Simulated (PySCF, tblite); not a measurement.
# C₅H₇N₂+: geometry, infrared bands, NMR shifts, spin-spin couplings and electronic excitations

Aim: predict the infrared bands, NMR shifts, spin-spin couplings and electronic excitations of C₅H₇N₂+ (`C[n+]1ccncc1`).

Programs: tblite 0.8.0 and PySCF 2.14.0, with density-fitted response routines of our own. Each step states its level of theory. These are calculated values for one molecule in the gas phase, unless marked as measured. Atoms count from 0, in the outputs and in this text.

### 1 Starting geometry

14 atoms, charge 1, multiplicity 1; geometry from: GFN2-xTB.

Bonds of the start (Å): C0–N1 1.44, N1–C2 1.33, C2–C3 1.39, C3–N4 1.32, N4–C5 1.32, C5–C6 1.39, C6–N1 1.34, C0–H7 1.09, C0–H8 1.09, C0–H9 1.09, C2–H10 1.08, C3–H11 1.08, C5–H12 1.08, C6–H13 1.08.

### 2 Infrared spectrum with GFN2-xTB

What the job is given:

```
{"job": {"kind": "ir", "xc": "GFN2-xTB", "basis": "xTB"}, "charge": 1, "multiplicity": 1}
C      1.923655    -0.128759     0.073639
N      0.485594    -0.020848     0.018723
C     -0.113933     1.171231    -0.018926
C     -1.503814     1.232612    -0.075544
N     -2.247944     0.145865    -0.093521
C     -1.642183    -1.025871    -0.060109
C     -0.258362    -1.133415    -0.002638
H      2.298306    -0.591163    -0.841798
H      2.379701     0.853064     0.182871
H      2.223288    -0.755513     0.914814
H      0.499782     2.059938    -0.004489
H     -2.020705     2.181772    -0.106248
H     -2.273605    -1.903241    -0.078424
H      0.248182    -2.087087     0.025141
```

**Question.** This job is followed by: PBE0-D3(BJ)/def2-SVP geometry optimisation, gas phase; GIAO PBE0/pcSseg-1 NMR shielding, non-relativistic, gas phase; B3LYP/pcJ-1 indirect spin-spin coupling, non-relativistic, gas phase; TDDFT CAM-B3LYP/def2-SVPD, vertical, gas phase, core orbitals frozen in the response; GIAO PBE0/pcSseg-2 NMR shielding, non-relativistic, gas phase. Predict these results of the whole session: strongest single infrared mode (GFN2-xTB); zero-point energy (GFN2-xTB); point group; rotational constants (main isotopes); 13C shifts against TMS (PBE0/pcSseg-1, means over atoms taken as alike); 1H shifts against TMS (PBE0/pcSseg-1, means over atoms taken as alike); 15N shifts against NH3 (PBE0/pcSseg-1); largest coupling of the table (B3LYP/pcJ-1); lowest singlet (CAM-B3LYP/def2-SVPD); brightest single state of those computed; lowest triplet; vertical ionisation energy (ΔSCF); vertical electron affinity (ΔSCF); range of the shift of C3.

The runs gave:

| quantity | value |
| --- | --- |
| strongest single infrared mode (GFN2-xTB) | 1396 cm⁻¹, 53 km/mol |
| zero-point energy (GFN2-xTB) | 70.7 kcal/mol |
| point group | C1 |
| rotational constants (main isotopes) | 6.00, 2.63, 1.85 GHz |
| 13C shifts against TMS (PBE0/pcSseg-1, means over atoms taken as alike) | 160.8, 139.1, 50.6 ppm |
| 1H shifts against TMS (PBE0/pcSseg-1, means over atoms taken as alike) | 10.08, 8.20, 4.52 ppm |
| 15N shifts against NH3 (PBE0/pcSseg-1) | 439.9, 247.5 ppm |
| largest coupling of the table (B3LYP/pcJ-1) | 1J(C,H) C3–H11, 213.5 Hz |
| lowest singlet (CAM-B3LYP/def2-SVPD) | 3.87 eV (321 nm), f = 0.003 |
| brightest single state of those computed | state 5, 7.46 eV, f = 0.595 |
| lowest triplet | 3.11 eV |
| vertical ionisation energy (ΔSCF) | 15.17 eV |
| vertical electron affinity (ΔSCF) | 5.69 eV |
| range of the shift of C3 | 160.8 to 165.2 ppm |

**Reading.** No mode is imaginary among the 36: a minimum at this level. The strongest single mode, at 1396 cm⁻¹, is carried by H7, H9, C0. GFN2-xTB is a fitted tight-binding method: band positions and strengths are rough. Its intensities can rank the bands wrongly. Over 5 steps the energy fell by 0.042 eV; of the close pairs, C0–N1 changed most, 1.443 to 1.470 Å. No frequency check was run at this level, so the end point may be a saddle. At PBE0/pcSseg-1: The widest tensor belongs to N4: span 956 ppm, with a paramagnetic part of -500 ppm. NICS(1)zz of -28 ppm above the planar ring from N1 marks a diatropic (aromatic) ring current. In the run at B3LYP/pcJ-1, the largest coupling of the table is C3–H11 (mean over like pairs), 213.5 Hz, of which the Fermi-contact term gives 213.2 Hz. The lowest singlet, at 3.87 eV, is HOMO→LUMO 0.98 and is weak; of the 10 states computed, the strongest absorption comes from state 5 at 7.46 eV. The lowest triplet lies 0.75 eV below the lowest singlet (triplets in Tamm-Dancoff, singlets in full TDDFT). The orbital energy would give 14.41 eV for ionisation, ΔSCF gives 15.17 eV. Across the 2 runs the shift of C3 (with its like atoms) moves most, between 160.8 (PBE0/pcSseg-1) and 165.2 ppm (PBE0/pcSseg-2).
